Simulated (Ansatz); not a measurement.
**CH₅N with H₂: structure and interaction energy**

How do CH₅N and H₂ sit together, how strongly do they interact, and which methods get it right?

Program: Ansatz 0.2.0, Gaussian basis. Level of theory: PBE0-D4 structure, single points in def2-TZVPPD. These are calculated values, not measurements.

Levels: PBE-D4, revPBE-D4, BLYP-D4, r2SCAN-D4, B97M-V, PBE0-D4, B3LYP-D4, HSE06-D4, wB97X-V, wB97M-V, B2PLYP, Hartree-Fock, MP2, CCSD, CCSD(T). The reference is CCSD(T) extrapolated to the basis limit.

Cores are frozen in the correlated methods. B3LYP uses VWN-RPA correlation. B2PLYP carries no dispersion term here.

177 further runs of the same task are left out: 1 that didn't finish, 176 set aside as unsound or not needed.

## Step 1: The system as given

The pair, from a GFN2-xTB docking trial: 9 atoms, charge 0, spin multiplicity 1.

Atoms are counted from 1 here; the program's logs count them from 0.

Bond lengths: C1–N2 1.453 Å, C1–H3 1.100 Å, C1–H4 1.090 Å, C1–H5 1.089 Å, N2–H6 1.015 Å, N2–H7 1.015 Å, H8–H9 0.777 Å. Angles: N2–C1–H3 114.5°, N2–C1–H4 108.7°, N2–C1–H5 108.6°, H3–C1–H4 108.3°, H3–C1–H5 108.4°, H4–C1–H5 108.2°, C1–N2–H6 110.3°, C1–N2–H7 110.2°, H6–N2–H7 107.6°.

Geometry (Å):

```xyz
9

C    -0.4589   -0.3767   -0.7443
N     0.7812    0.3764   -0.8211
H    -1.2723    0.0202   -1.3694
H    -0.7970   -0.3867    0.2916
H    -0.2613   -1.4039   -1.0486
H     0.6258    1.3389   -0.5395
H     1.1259    0.3884   -1.7756
H     0.2879   -0.0748    3.3445
H    -0.0313    0.1183    2.6624
```

Atoms 1 to 7 are fragment A (CH₅N), the rest fragment B (H₂).

## Step 2: A first relaxation in a small basis

File pre/in.yaml:

```yaml
crystal:
  periodic: [false, false, false]
  atoms:
    - {symbol: C, position_ang: [-0.458900, -0.376700, -0.744300]}
    - {symbol: N, position_ang: [0.781200, 0.376400, -0.821100]}
    - {symbol: H, position_ang: [-1.272300, 0.020200, -1.369400]}
    - {symbol: H, position_ang: [-0.797000, -0.386700, 0.291600]}
    - {symbol: H, position_ang: [-0.261300, -1.403900, -1.048600]}
    - {symbol: H, position_ang: [0.625800, 1.338900, -0.539500]}
    - {symbol: H, position_ang: [1.125900, 0.388400, -1.775600]}
    - {symbol: H, position_ang: [0.287900, -0.074800, 3.344500]}
    - {symbol: H, position_ang: [-0.031300, 0.118300, 2.662400]}
basis:
  gaussian: {orbitals: def2-SVP}
hamiltonian: {xc: pbe, dispersion: d4}
relax: {f_tol: 0.03, max_steps: 250}
```

Run with:

```sh
> ansatz run in.yaml --threads 2 --pin off --events-out ev --progress --plain --max-ram 5222MiB
```

Further steps of the session: Relaxation at PBE0-D4; PBE-D4/def2-TZVPPD; r2SCAN-D4/def2-TZVPPD; PBE0-D4/def2-TZVPPD; B3LYP-D4/def2-TZVPPD; wB97X-V/def2-TZVPPD; wB97M-V/def2-TZVPPD; B2PLYP/def2-TZVPPD; BLYP-D4/def2-TZVPPD; revPBE-D4/def2-TZVPPD; B97M-V/def2-TZVPPD; HSE06-D4/def2-TZVPPD; CCSD(T)/def2-TZVPPD; MP2/def2-QZVPPD; Hartree-Fock/STO-3G; PBE-D4/STO-3G; B3LYP-D4/6-31G; SPW92/def2-SVP; PBE-D4/def2-SVP; PBE0-D4/def2-SVP; wB97M-V/def2-SVP; CCSD(T)/def2-SVP; Vibrations of the pair.

**Question.** What will these runs give? Wanted: interaction energy, CCSD(T)/CBS; of it Hartree-Fock; D4 term of PBE0-D4; shortest contact; lowest wavenumber.

As calculated:

```
                        quantity         value
 interaction energy, CCSD(T)/CBS       -37 meV
of it Hartree-Fock (basis limit)        +7 meV
              D4 term of PBE0-D4       -16 meV
                shortest contact  N2–H9 2.55 Å
               lowest wavenumber       44 cm⁻¹
```

What this shows: The pair is bound by 37 meV at fixed fragment shapes. Hartree-Fock doesn't bind it at this geometry, so correlation, mostly dispersion, holds it together. Among the functionals BLYP-D4 lands nearest to CCSD(T)/CBS (-1 meV) and PBE-D4 farthest (-21 meV). By rung, the mean size of the error is: GGA 10, meta-GGA 7, hybrid 9, screened hybrid 14, range-separated hybrid 2, double hybrid 13 meV. PBE-D4 gives an interaction energy 21 meV too low, an error of 55 % of the reference. CCSD(T) moves by -5 meV from triple zeta to the limit; gaps between functionals far smaller than that don't rank them. A lower arrangement may exist.
